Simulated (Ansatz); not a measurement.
This script makes a ladder of basis sets of CH₅Sn, SMILES [CH3][SnH2] with Ansatz 0.2.0 through its Python package.

Input file `ch5sn.xyz`:
```text
7

C    -0.62660   -0.59190   -0.41010
Sn    0.60810    0.45860    0.96360
H    -0.59130   -1.64230   -0.31760
H    -1.65460   -0.25230   -0.22570
H    -0.40120   -0.26260   -1.47480
H     0.42680    2.20750    0.77120
H     2.30010    0.01500    0.64760
```

`ch5sn.py`
```python
'''How the energy of CH5Sn converges with the basis.'''

import logging
import sys

import ansatz as az

logging.basicConfig(stream=sys.stdout, format='%(name)s: %(message)s')
log = logging.getLogger('ch5sn')
log.setLevel(logging.INFO)

molecule = az.Crystal.molecule_from_extxyz('ch5sn.xyz')

setup = (
    molecule.calculation()
    .functional('pbe0', dispersion='d4')
    .spin('collinear', total=1)  # spin-polarised run
)

energies = {}
for basis in ['def2-SVP', 'def2-SVPD', 'def2-TZVP', 'def2-TZVPP']:
    report = setup.basis(gaussian=basis).run().report
    size = report['n_frozen'] + report['n_occupied'][0] + report['n_virtual'][0]
    energies[basis] = (report['reference_energy_ev'] / 27.211386246, report['free_energy_ev'] / 27.211386246)
    log.info(f'{basis:14s} {size:4d} orbitals  reference {energies[basis][0]:14.6f} Ha  total {energies[basis][1]:14.6f} Ha')

last = energies['def2-TZVPP'][1]
for basis, (_, total) in energies.items():
    log.info(f'{basis:14s} lies {27.211386 * (total - last):9.4f} eV above def2-TZVPP')
```

How far does the total energy move along this ladder of basis sets?

Against def2-SVP: def2-SVPD -2.7 mHa, def2-TZVP -53.8 mHa and def2-TZVPP -55.2 mHa. The last step alone is -1.47 mHa (these two sets differ little on atoms other than hydrogen). From the first set to the last the time grows from 1.5 to 2.7 s.

The output:

Output of `python ch5sn.py`:
```text
ch5sn: def2-SVP         65 orbitals  reference    -255.270276 Ha  total    -255.273393 Ha
ch5sn: def2-SVPD        92 orbitals  reference    -255.272929 Ha  total    -255.276046 Ha
ch5sn: def2-TZVP       111 orbitals  reference    -255.324054 Ha  total    -255.327171 Ha
ch5sn: def2-TZVPP      151 orbitals  reference    -255.325526 Ha  total    -255.328642 Ha
ch5sn: def2-SVP       lies    1.5034 eV above def2-TZVPP
ch5sn: def2-SVPD      lies    1.4312 eV above def2-TZVPP
ch5sn: def2-TZVP      lies    0.0400 eV above def2-TZVPP
ch5sn: def2-TZVPP     lies    0.0000 eV above def2-TZVPP
```

Notes:
- The drop along the ladder measures the basis error, and is no property of the molecule.
- The geometry is a force-field or estimated start, not a minimum of this method, and the last set is no limit. Much of the fall in a total is atomic energy, which cancels in bond and reaction energies.
- def2 sets replace the cores of elements past krypton by effective core potentials.
- The species is open-shell (spin multiplicity 2).
- Total less reference energy is the dispersion correction.
- Run time: 8.7 s on 1 thread of Intel(R) Xeon(R) Processor @ 2.30GHz (shared host), peak memory 0.4 GiB.
